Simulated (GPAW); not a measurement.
# Cd2S (P3m1) in GPAW: reference runs

Reference runs on Cd2S: the cell as given.

Everything below comes from runs of GPAW 26.7.0. Logs are shortened: lines on timing, memory, paths and dates and some standing lists are left out, and cuts for length are marked. The log counts tension as positive stress, the text compression.

### 1 The crystal as given

The structure is trigonal, space group P3m1 (No. 156). Conventional cell: a = 3.963 Å, b = 3.963 Å, c = 5.809 Å, α = 90.00°, β = 90.00°, γ = 120.00°. Around Cd (site symmetry 3m) lie 1 S at 2.52 Å. Around Cd (site symmetry 3m) lie 3 S at 2.60 Å. S (site symmetry 3m) is surrounded by 4 Cd at 2.52 to 2.60 Å.

The cell comes from a database or a generator and needn't be the stable form of this composition.

### 2 Single point, PBE

File run.py:

```python
from ase import Atoms
from ase.dft.bandgap import bandgap
from ase.io import write
from ase.units import GPa
from gpaw import GPAW, PW

atoms = Atoms(['Cd', 'Cd', 'S'],
              cell=[[3.962670049, 0.0, 0.0],
                    [-1.9813350245, 3.4317729293, 0.0],
                    [0.0, 0.0, 5.809192]],
              scaled_positions=[[0.3333333333, 0.6666666667, 0.932717],
                                [0.6666666667, 0.3333333333, 0.578735],
                                [0.3333333333, 0.6666666667, 0.365705]],
              pbc=True)

calc = GPAW(mode=PW(600),
            xc='PBE',
            kpts={'size': (8, 8, 5), 'gamma': True},
            occupations={'name': 'fermi-dirac', 'width': 0.05},
            nbands=26,
            convergence={'density': 1e-05, 'energy': 1e-05},
            maxiter=150,
            txt='gpaw.txt')
atoms.calc = calc
energy = atoms.get_potential_energy()
forces = atoms.get_forces()
stress = atoms.get_stress()
calc.write('gs.gpw')
write('result.traj', atoms)
print(f'Energy: {energy:.6f} eV')
print('Forces (eV/A):')
print(forces.round(4))
print('Stress (GPa):', (stress / GPa).round(3))
print('Fermi level:', round(calc.get_fermi_level(), 4), 'eV')
print(f'Gap: {bandgap(calc)[0]:.4f} eV, direct: {bandgap(calc, direct=True)[0]:.4f} eV')
```

Potentials or basis: GPAW PAW data sets (gpaw-data 1.2.1), pw.

On the command line:

```sh
> OMP_NUM_THREADS=1 python run.py
```

gpaw.txt:

```text
__  _  _
 | _ |_)|_||  |
 |__||  | ||/\| - 26.7.0

Input parameters:
  mode=PW(ecut=600.0),
  convergence={'density': 1e-05, 'energy': 1e-05},
  kpts=MonkhorstPack(size=(8, 8, 5), gamma=True),
  maxiter=150,
  nbands=26,
  occupations=Occupations(name='fermi-dirac', width=0.05),
  xc=XC(name='PBE')

Diagonalizing LCAO Hamiltonian
Converting LCAO to pw mode

        Cd

            Cd
        S

Atoms  # Å, Bohr magnetons
|   | symbol |         x |        y |        z |    initial magnetic moments |
|---|--------|-----------|----------|----------|-----------------------------|
| 0 |     Cd | -0.000000 | 2.287849 | 5.418332 | ( 0.0000,  0.0000,  0.0000) |
| 1 |     Cd |  1.981335 | 1.143924 | 3.361983 | ( 0.0000,  0.0000,  0.0000) |
| 2 |      S | -0.000000 | 2.287849 | 2.124451 | ( 0.0000,  0.0000,  0.0000) |

Unit cell  # Å
| periodic |         x |        y |        z |  lengths |     angles |
|----------|-----------|----------|----------|----------|------------|
|      yes |  3.962670 | 0.000000 | 0.000000 | 3.962670 |  90.000000 |
|      yes | -1.981335 | 3.431773 | 0.000000 | 3.962670 |  90.000000 |
|      yes |  0.000000 | 0.000000 | 5.809192 | 5.809192 | 120.000000 |

Number of symmetries: 6
Symmetry operations  # r_c * U_cc + t_c -> r_c
|   | kind |            matrix            |
|---|------|------------------------------|
| 0 |  σ   |  1, 1, 0,  0,-1, 0,  0, 0, 1 |
| 1 |  E   |  1, 0, 0,  0, 1, 0,  0, 0, 1 |
| 2 |  C3  |  0, 1, 0, -1,-1, 0,  0, 0, 1 |
| 3 |  σ   |  0,-1, 0, -1, 0, 0,  0, 0, 1 |
| 4 |  σ   | -1, 0, 0,  1, 1, 0,  0, 0, 1 |
| 5 |  C3  | -1,-1, 0,  1, 0, 0,  0, 0, 1 |

BZ-sampling:
  Number of BZ points: 320
  Number of IBZ points: 40

  Monkhorst-Pack size: [8, 8, 5]
  Monkhorst-Pack shift: [0.0625, 0.0625, 0.0]

K-points  # in reciprocal-cell coordinates
|     |                                coordinates |     weight |
|-----|--------------------------------------------|------------|
|   0 | (  0.00000000,   0.00000000,   0.00000000) | 0.00312500 |
|   1 | (  0.00000000,   0.00000000,   0.20000000) | 0.00625000 |
|   2 | (  0.00000000,   0.00000000,   0.40000000) | 0.00625000 |
|   3 | (  0.12500000,   0.00000000,  -0.40000000) | 0.01875000 |
|   4 | (  0.12500000,   0.00000000,  -0.20000000) | 0.01875000 |
|   5 | (  0.12500000,   0.00000000,   0.00000000) | 0.01875000 |
|   6 | (  0.12500000,   0.00000000,   0.20000000) | 0.01875000 |
|   7 | (  0.12500000,   0.00000000,   0.40000000) | 0.01875000 |
|   8 | (  0.25000000,  -0.12500000,   0.00000000) | 0.01875000 |
|   9 | (  0.25000000,  -0.12500000,   0.20000000) | 0.03750000 |
| ... |                                            |            |
|  39 | (  0.50000000,   0.50000000,   0.40000000) | 0.01875000 |

Plane wave coefficients: 2652
Cutoff: 600.0 eV

Spin-components: 1 (collinear spins)
Bands:           26
Projectors:      17
Spin-degeneracy: 2
Datatype:        complex128

Parallelization:
  kpt:    1
  domain: 1
  band:   1

Density:
  Valence electrons: 30.0
  Components: 1
  Grid points: [24 24 35]
  Charge: 0.0  # |e|

Potential:
  Grid points: [24 24 35]

species:
  Cd:
    name:    Cadmium
    Z:       48.0
    valence: 12
    core:    36
    charge:  0.0  # [|e|]
    compensation charges:
      type: gauss
      rc: 0.38  # [Å]
      lmax: 2
    cutoffs:
      filter: 2.12  # [Å]
      core: 2.62  # [Å]
    projectors
    | kind |    occ | energy [eV] | rcut [Å] |
    |------|--------|-------------|----------|
    |   5s |  2.000 |      -5.655 |    1.191 |
    |   5p |  0.000 |      -1.186 |    1.228 |
    |   4d | 10.000 |     -11.739 |    1.164 |
    |    s |        |      21.556 |    1.191 |
    |    p |        |      26.026 |    1.228 |
    |    d |        |      15.473 |    1.164 |

    Using partial waves for Cd as LCAO basis

  S:
    name:    Sulfur
    Z:       16.0
    valence: 6
    core:    10
    charge:  0.0  # [|e|]
    compensation charges:
      type: gauss
      rc: 0.24  # [Å]
      lmax: 2
    cutoffs:
      filter: 1.77  # [Å]
      core: 1.66  # [Å]
    projectors
    | kind |    occ | energy [eV] | rcut [Å] |
    |------|--------|-------------|----------|
    |   3s |  2.000 |     -17.254 |    0.974 |
    |   3p |  4.000 |      -7.008 |    0.979 |
    |    s |        |       9.957 |    0.974 |
    |    p |        |      20.203 |    0.979 |
    |    d |        |       0.000 |    0.900 |

    Using partial waves for S as LCAO basis

Reference energy: -315203.856570  # eV

eigensolver:
  PPCG
  Converge bands: occupied
  niter=2

density mixing:
  MSR1-Mixer
  Pratt-step length: 0.05
  Maximum mixing coefficient: 0.75
  Old densities: 10
  SVD Regularization: 0.005
  Good broyden scale: 1.0
  Trust region scale: 1.0
  Backstep threshold: 4.0
  History deletion threshold: 6.0
  Fourier metric: weight=20.0, sigma=0.015

occupation numbers:
  Fermi-Dirac:
    width: 0.0500  # eV

poisson solver:
  ecut: 4800.0  # eV

xc functional:
  name: PBE with 2 nearest neighbor stencil

convergence criteria:
[... 6 lines left out ...]
|iter     | |      energy | eigst |  dens |
|---------|-|-------------|-------|-------|
|iter:   1| |   -7.386687 | -0.44 |       |
|iter:   2| |   -7.185901 | -2.23 | -1.24 |
|iter:   3| |   -6.629880 | -1.64 | -1.29 |
|iter:   4| |   -6.626681 | -3.31 | -1.76 |
|iter:   5| |   -6.626048 | -3.80 | -2.09 |
|iter:   6| |   -6.625828 | -4.69 | -2.91 |
|iter:   7| |   -6.625832c| -5.93 | -3.36 |
|iter:   8| |   -6.625833c| -6.58 | -3.78 |
|iter:   9| |   -6.625833c| -8.02c| -4.41 |
|iter:  10| |   -6.625833c| -8.27c| -4.89 |
|iter:  11| |   -6.625833c| -8.69c| -5.47c|

Converged in 11 steps
Energy contributions relative to reference atoms: (reference = -315203.856570)

Energy contributions:
  Kinetic:          19.854544
  Coulomb:         -17.518181
  Zero:              0.256950
  External:          0.000000
  Xc:               -9.218363
  Entropy:          -0.001565
  Spinorbit:         0.000000
  ----------------------------
  Free energy:      -6.626616
  Extrapolated:     -6.625833

dipole moment: (-0.979715, 0.565618, 11.099037)  # |e|*Ang

Fermi level: 4.209
Eigenvalues  # (at kpt = [0.000, 0.000, 0.000])
| band index |      eig [eV] | occ [0-2] |
|------------|---------------|-----------|
|          0 |        -8.561 |     2.000 |
|        ... |               |           |
|          7 |        -3.857 |     2.000 |
|          8 |        -3.857 |     2.000 |
|          9 |        -3.500 |     2.000 |
|         10 |        -3.500 |     2.000 |
|         11 |        -0.355 |     2.000 |
|         12 |         0.423 |     2.000 |
[... 8 lines left out ...]
|         21 |        14.014 |     0.000 |
|         22 |        14.501 |     0.000 |
|        ... |               |           |
|         25 |        15.558 |     0.000 |

Gap: 0.239 eV
Transition (v -> c):
  (s=0, k=27, n=14, [0.38, 0.38, 0.20]) -> (s=0, k=38, n=15, [0.50, 0.50, 0.20])
Direct/indirect transitions are different
Direct gap: 0.568 eV
Transition at: (s=0, k=27, n=14, [0.38, 0.38, 0.20])

Forces  # eV/Ang
|        x |        y |        z |
|----------|----------|----------|
|  0.00000 |  0.00000 |  0.04078 |  # Cd   0
|  0.00000 | -0.00000 | -0.07189 |  # Cd   1
| -0.00000 |  0.00000 |  0.03110 |  # S    2

Stress tensor  # eV/Ang^3
|        x |        y |        z |
|----------|----------|----------|
| 0.002149 | 0.000000 | 0.000000 |
| 0.000000 | 0.002149 | 0.000000 |
| 0.000000 | 0.000000 | 0.002956 |

# Writing to gs.gpw (mode='')
```

Wall time 37 s (1 thread of AMD EPYC 7B13 (Zen 3), shared host); peak memory 0.22 GiB.

Results:

| Item | Value |
| --- | --- |
| Free energy | -6.6266 eV |
| Pressure | -0.4 GPa |
| Largest force | 0.072 eV/Å |
| Band gap on the k mesh | 0.24 eV, indirect (least direct gap 0.57 eV) |

Forces on the atoms (eV/Å):
```
Cd   0.000  0.000  0.041
Cd   0.000  0.000 -0.072
S    0.000  0.000  0.031
```

Levels at points of the mesh, in eV from the valence-band top:
```csv
k point,band 13,band 14,band 15,band 16,band 17,band 18
"(0.00, 0.00, 0.00)",-3.65,-0.69,-0.69,3.23,5.06,6.81
"(0.50, 0.50, 0.00)",-2.96,-1.57,-1.21,0.60,3.21,4.78
```

Caveat: an odd mesh through Γ misses points on the zone boundary, where band edges often lie.
